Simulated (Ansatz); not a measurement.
**SiTeH3 radical: up Jacob's ladder to CCSD(T)**

The task here is to estimate one member of a computed series from the others.

The runs use Ansatz 0.2.0, Gaussian basis; functionals in def2-TZVPP, the program's frozen cores in correlated methods.

The runs, in order: LDA (SPW92), PBE-D4, revPBE-D4, BLYP-D4, r2SCAN-D4, B97M-V, PBE0-D4, B3LYP-D4, r2SCANh-D4, r2SCAN0-D4, HSE06-D4, BHLYP-D4, CAM-B3LYP-D4, LC-ωPBE, ωB97X-V, ωB97M-V, B2PLYP, PBE-QIDH; CCSD(T)/def2-SVP; CCSD(T)/def2-TZVPP; CCSD(T)/def2-QZVPP; extrapolation to the limit; RPA on PBE.

## Structure used throughout

The geometry comes from an earlier relaxation with PBE0-D4 in a triple-zeta def2 set; it is a stationary point. Te takes the def2 core potential; no spin-orbit term is included.

SMILES `[SiH3][Te]`, 5 atoms, charge 0, spin multiplicity 2.

Atoms are counted from 1 here; the program's logs count them from 0.

Bond lengths: Si1–Te2 2.484 Å, Si1–H3 1.485 Å, Si1–H4 1.485 Å, Si1–H5 1.487 Å. Angles: Te2–Si1–H3 111.6°, Te2–Si1–H4 111.6°, Te2–Si1–H5 105.3°, H3–Si1–H4 109.2°, H3–Si1–H5 109.6°, H4–Si1–H5 109.6°.

Set-up of the first run:

in.yaml reads:

```yaml
crystal:
  periodic: [false, false, false]
  atoms:
    - {symbol: Si, position_ang: [-0.172897, 0.041144, -0.072084]}
    - {symbol: Te, position_ang: [1.974348, -0.875589, 0.777307]}
    - {symbol: H, position_ang: [-1.202756, 0.096363, 0.995817]}
    - {symbol: H, position_ang: [-0.692978, -0.755242, -1.211977]}
    - {symbol: H, position_ang: [0.144284, 1.419623, -0.530562]}
basis:
  gaussian: {orbitals: def2-TZVPP}
magnetization: {spin_polarized: true, initial_magnetization: 1}
hamiltonian: {xc: lda}
output: {orbitals: {seedname: orbitals}}
```

The run is started by

```bash
ansatz run in.yaml --threads 2 --pin off --events-out ev --progress --plain --max-ram 22528MiB --backend cpu
```

Among the steps run: LDA; PBE-D4 (GGA); revPBE-D4 (GGA); BLYP-D4 (GGA); r2SCAN-D4 (meta-GGA); B97M-V (meta-GGA); B3LYP-D4 (hybrid); r2SCANh-D4 (hybrid); r2SCAN0-D4 (hybrid); HSE06-D4 (hybrid); BHLYP-D4 (hybrid); CAM-B3LYP-D4 (range-separated); LC-ωPBE (range-separated); ωB97X-V (range-separated); ωB97M-V (range-separated); B2PLYP (double hybrid); PBE-QIDH (double hybrid).

One table of the session follows, with a row left open; its other results are not shown here.

| functional | HOMO (eV) | LUMO (eV) | gap (eV) |
| --- | --- | --- | --- |
| LDA (SPW92) | -5.50 | -5.58 | -0.08 |
| PBE-D4 | -5.37 | -5.20 | 0.18 |
| revPBE-D4 | -5.33 | -5.07 | 0.26 |
| BLYP-D4 | -5.22 | -5.18 | 0.04 |
| r2SCAN-D4 | -5.61 | -4.90 | 0.71 |
| B97M-V | -5.62 | -5.12 | 0.50 |
| PBE0-D4 | -6.39 | -4.25 | 2.14 |
| B3LYP-D4 | -6.19 | -4.60 | 1.59 |
| r2SCANh-D4 | -5.99 | -4.56 | 1.43 |
| r2SCAN0-D4 | -6.55 | -4.05 | 2.50 |
| HSE06-D4 | ? | ? | ? |
| BHLYP-D4 | -7.26 | -3.34 | 3.92 |
| CAM-B3LYP-D4 | -7.62 | -3.22 | 4.39 |
| LC-ωPBE | -8.91 | -1.84 | 7.07 |
| ωB97X-V | -8.61 | -2.27 | 6.34 |
| ωB97M-V | -8.45 | -2.30 | 6.16 |

**Question.** Estimate the row for HSE06-D4.

The run gave: HOMO (eV): -6.00; LUMO (eV): -4.63; gap (eV): 1.37. In the column «HOMO (eV)» it lies between B3LYP-D4 (-6.19) and r2SCANh-D4 (-5.99).

Caveats from the session: All levels share the lack of spin-orbit coupling, which lowers the free heavy atoms and so the true binding. A negative gap means that an empty level lies below a filled one: whole occupations of an open shell aren't an aufbau state there.
